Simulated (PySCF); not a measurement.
# Xe, Xe⁺, Xe²⁺, Xe³⁺: ionisation energies in aug-cc-pVTZ-DK3

Aim: the ionisation energy of xenon from differences of total energies, at each level of theory, and how far each lands from the tabulated value where there is one.

Method: unrestricted determinants in a Gaussian basis, no spin-orbit coupling in the energies. Code: PySCF 2.14.0.

**1. The system**

* Element: xenon (Z = 54)
* Basis: aug-cc-pVTZ-DK3 (8s7p5d2f, 68 functions)
* Hamiltonian: the spin-free X2C one-electron Hamiltonian (Gaussian nucleus)
* State 1: Xe: [Xe], closed-shell 1S
* State 2: Xe⁺: [Kr] 4d10 5s2 5p5, 2P determinant
* State 3: Xe²⁺: [Kr] 4d10 5s2 5p4, high-spin 3P determinant
* State 4: Xe³⁺: [Kr] 4d10 5s2 5p3, high-spin 4S determinant
* Methods: CCSD(T)
* Core shells frozen in the correlated runs: valence: [Kr] 4d10 (for Xe)

The outer shells:

Xe [Xe]
```
[Kr] core
4d [↑↓][↑↓][↑↓][↑↓][↑↓]
5s [↑↓]
5p [↑↓][↑↓][↑↓]
```

Xe+ [Kr] 4d10 5s2 5p5
```
[Kr] core
4d [↑↓][↑↓][↑↓][↑↓][↑↓]
5s [↑↓]
5p [↑↓][↑↓][↑ ]
```

Xe2+ [Kr] 4d10 5s2 5p4
```
[Kr] core
4d [↑↓][↑↓][↑↓][↑↓][↑↓]
5s [↑↓]
5p [↑↓][↑ ][↑ ]
```

Xe3+ [Kr] 4d10 5s2 5p3
```
[Kr] core
4d [↑↓][↑↓][↑↓][↑↓][↑↓]
5s [↑↓]
5p [↑ ][↑ ][↑ ]
```

The runs were made by one driver on top of PySCF. The scripts below sum up each run's settings (the driver also hands on starting orbitals that pick excited configurations, and frozen orbitals as a list rather than a count), and the logs come from the driver's own runs. The driver starts from symmetry-adapted Hartree-Fock orbitals, holds the occupation by maximum overlap and uses a logarithmic radial grid for functionals, so a plain start would take other cycles.

The integrals over 68 functions and the set-up took 4.7 s of CPU time.

**2. Xe, at CCSD(T) (valence)**

#### CCSD(T) (valence)

The input, input.py:

```python
from pyscf import gto, scf, dft, mp, cc
import basis_set_exchange as bse
mol = gto.M(atom="Xe 0 0 0", charge=0, spin=0, symmetry="D2h",
            basis=gto.basis.parse(bse.get_basis("aug-cc-pVTZ-DK3", elements=["Xe"], fmt="nwchem")),
            nucmod="G")
mf = scf.UHF(mol).sfx2c1e()
mf.irrep_nelec = {'Ag': (9, 9), 'B1g': (2, 2), 'B2g': (2, 2), 'B3g': (2, 2), 'B1u': (4, 4), 'B2u': (4, 4), 'B3u': (4, 4)}
mf.kernel()
mycc = cc.CCSD(mf, frozen=23).run()
mycc.ccsd_t()
```

**3. Xe⁺, at CCSD(T) (valence)**

#### CCSD(T) (valence)

The input, input.py:

```python
from pyscf import gto, scf, dft, mp, cc
import basis_set_exchange as bse
mol = gto.M(atom="Xe 0 0 0", charge=1, spin=1, symmetry="D2h",
            basis=gto.basis.parse(bse.get_basis("aug-cc-pVTZ-DK3", elements=["Xe"], fmt="nwchem")),
            nucmod="G")
mf = scf.UHF(mol).sfx2c1e()
mf.irrep_nelec = {'Ag': (9, 9), 'B1g': (2, 2), 'B2g': (2, 2), 'B3g': (2, 2), 'B1u': (4, 4), 'B2u': (4, 4), 'B3u': (4, 3)}
mf.kernel()
mycc = cc.CCSD(mf, frozen=23).run()
mycc.ccsd_t()
```

**4. Xe²⁺, at CCSD(T) (valence)**

#### CCSD(T) (valence)

The input, input.py:

```python
from pyscf import gto, scf, dft, mp, cc
import basis_set_exchange as bse
mol = gto.M(atom="Xe 0 0 0", charge=2, spin=2, symmetry="D2h",
            basis=gto.basis.parse(bse.get_basis("aug-cc-pVTZ-DK3", elements=["Xe"], fmt="nwchem")),
            nucmod="G")
mf = scf.UHF(mol).sfx2c1e()
mf.irrep_nelec = {'Ag': (9, 9), 'B1g': (2, 2), 'B2g': (2, 2), 'B3g': (2, 2), 'B1u': (4, 3), 'B2u': (4, 4), 'B3u': (4, 3)}
mf.kernel()
mycc = cc.CCSD(mf, frozen=23).run()
mycc.ccsd_t()
```

**5. Xe³⁺: CCSD(T) (valence)**

#### CCSD(T) (valence)

The input, input.py:

```python
from pyscf import gto, scf, dft, mp, cc
import basis_set_exchange as bse
mol = gto.M(atom="Xe 0 0 0", charge=3, spin=3, symmetry="D2h",
            basis=gto.basis.parse(bse.get_basis("aug-cc-pVTZ-DK3", elements=["Xe"], fmt="nwchem")),
            nucmod="G")
mf = scf.UHF(mol).sfx2c1e()
mf.irrep_nelec = {'Ag': (9, 9), 'B1g': (2, 2), 'B2g': (2, 2), 'B3g': (2, 2), 'B1u': (4, 3), 'B2u': (4, 3), 'B3u': (4, 3)}
mf.kernel()
mycc = cc.CCSD(mf, frozen=23).run()
mycc.ccsd_t()
```

Before running it: what results should come out?

As calculated:

```
               quantity                                                            value
  ionisation energy, Xe        UHF 11.468, CCSD(T) (valence) 12.248 eV; reference 12.565
 ionisation energy, Xe⁺        UHF 20.069, CCSD(T) (valence) 20.855 eV; reference 20.975
ionisation energy, Xe²⁺  UHF 29.356, CCSD(T) (valence) 30.148 eV; reference 31.05 ± 0.04
```

Each level's miss (mean over 1 difference):

| method | mean absolute miss against the measured value (with the measured fine structure taken into account where it is known) (eV) |
| --- | --- |
| UHF | 1.097 |
| MP2 (valence) | 0.262 |
| SCS-MP2 (valence) | 0.331 |
| CCSD (valence) | 0.363 |
| CCSD(T) (valence) | 0.317 |

In words: MP2 (valence) lands nearest to the measured value (off by 0.26 eV); UHF misses by most (1.10 eV). In a finite basis a lower level can come nearest by cancelling errors. Hartree-Fock falls short because the species with more electrons holds more correlation energy, which it lacks. All values hold for this basis alone; no basis-set limit was taken.
